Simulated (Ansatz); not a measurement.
**C₃H₇NSi: one species, many methods**

The task here is to estimate one member of a computed series from the others.

Program: Ansatz 0.2.0, Gaussian basis. Level of theory: functionals in def2-TZVPP, the program's frozen cores in correlated methods. These are calculated values, not measurements.

Plan: LDA (SPW92), PBE-D4, revPBE-D4, BLYP-D4, r2SCAN-D4, B97M-V, PBE0-D4, B3LYP-D4, r2SCANh-D4, r2SCAN0-D4, HSE06-D4, BHLYP-D4, CAM-B3LYP-D4, LC-ωPBE, ωB97X-V, ωB97M-V, B2PLYP, PBE-QIDH; CCSD(T)/def2-SVP; CCSD(T)/def2-TZVPP; MP2/def2-QZVPP; extrapolation to the limit; RPA on PBE.

## The relaxed structure

An earlier PBE0-D4 in a triple-zeta def2 set relaxation fixed the geometry.

SMILES `CC([SiH3])=C=N`, 12 atoms, charge 0, spin multiplicity 1.

Atoms are counted from 1 here; the program's logs count them from 0.

Bond lengths: C1–C2 1.510 Å, C1–H6 1.094 Å, C1–H7 1.091 Å, C1–H8 1.094 Å, C2–Si3 1.855 Å, C2–C4 1.307 Å, Si3–H9 1.490 Å, Si3–H10 1.484 Å, Si3–H11 1.489 Å, C4–N5 1.219 Å, N5–H12 1.017 Å. Angles: C2–C1–H6 111.0°, C2–C1–H7 111.6°, C2–C1–H8 110.7°, H6–C1–H7 108.1°, H6–C1–H8 107.4°, H7–C1–H8 107.9°, C1–C2–Si3 121.0°, C1–C2–C4 122.2°, Si3–C2–C4 116.7°, C2–Si3–H9 110.3°, C2–Si3–H10 109.7°, C2–Si3–H11 110.2°, H9–Si3–H10 109.5°, H9–Si3–H11 107.4°, H10–Si3–H11 109.8°, C2–C4–N5 174.0°, C4–N5–H12 116.7°.

Geometry (Å):

```xyz
12
charge 0, multiplicity 1
C    -1.5283    0.0302    0.4858
C    -0.1331    0.0869   -0.0881
Si    1.1628   -1.1374    0.4249
C     0.2248    0.9910   -0.9617
N     0.5439    1.7442   -1.8658
H    -1.5108    0.1560    1.5721
H    -2.1682    0.8073    0.0655
H    -1.9927   -0.9377    0.2767
H     1.3848   -1.0674    1.8961
H     2.4341   -0.8457   -0.2836
H     0.7158   -2.5219    0.1079
H     0.9438    2.6395   -1.5957
```

The first run:

in.yaml

```yaml
crystal:
  periodic: [false, false, false]
  atoms:
    - {symbol: C, position_ang: [-1.528336, 0.030199, 0.485782]}
    - {symbol: C, position_ang: [-0.133111, 0.086858, -0.088142]}
    - {symbol: Si, position_ang: [1.162838, -1.137375, 0.424863]}
    - {symbol: C, position_ang: [0.224788, 0.990967, -0.961678]}
    - {symbol: N, position_ang: [0.543876, 1.744175, -1.865812]}
    - {symbol: H, position_ang: [-1.510838, 0.155952, 1.572076]}
    - {symbol: H, position_ang: [-2.168181, 0.807316, 0.065465]}
    - {symbol: H, position_ang: [-1.992705, -0.937731, 0.276739]}
    - {symbol: H, position_ang: [1.384770, -1.067376, 1.896083]}
    - {symbol: H, position_ang: [2.434113, -0.845699, -0.283613]}
    - {symbol: H, position_ang: [0.715822, -2.521863, 0.107938]}
    - {symbol: H, position_ang: [0.943762, 2.639478, -1.595701]}
basis:
  gaussian: {orbitals: def2-TZVPP}
hamiltonian: {xc: lda}
output: {orbitals: {seedname: orbitals}}
```

Steps of the session up to this table: LDA; PBE-D4 (GGA); revPBE-D4 (GGA); BLYP-D4 (GGA); r2SCAN-D4 (meta-GGA); B97M-V (meta-GGA); PBE0-D4 (hybrid); B3LYP-D4 (hybrid); r2SCANh-D4 (hybrid); r2SCAN0-D4 (hybrid); HSE06-D4 (hybrid); BHLYP-D4 (hybrid); CAM-B3LYP-D4 (range-separated); LC-ωPBE (range-separated); ωB97X-V (range-separated); ωB97M-V (range-separated); B2PLYP (double hybrid); PBE-QIDH (double hybrid).

One table of the session follows, with a row left open; its other results are not shown here.

It belongs to the step «Orbital energies across the functionals». 

```
  functional  HOMO (eV)  gap (eV)
 LDA (SPW92)      -5.67      4.19
      PBE-D4          ?         ?
   revPBE-D4      -5.51      4.35
     BLYP-D4      -5.43      4.31
   r2SCAN-D4      -5.77      4.77
      B97M-V      -5.89      4.91
     PBE0-D4      -6.71      6.48
    B3LYP-D4      -6.50      6.04
  r2SCANh-D4      -6.20      5.57
  r2SCAN0-D4      -6.85      6.78
    HSE06-D4      -6.31      5.70
    BHLYP-D4      -7.75      8.59
CAM-B3LYP-D4      -7.98      8.87
     LC-ωPBE      -9.28     11.35
     ωB97X-V      -8.95     10.91
     ωB97M-V      -8.85     10.59
```

**Question.** Estimate the row for PBE-D4.

As computed: HOMO (eV): -5.56; gap (eV): 4.31. In the column «HOMO (eV)» it lies between LDA (SPW92) (-5.67) and revPBE-D4 (-5.51).
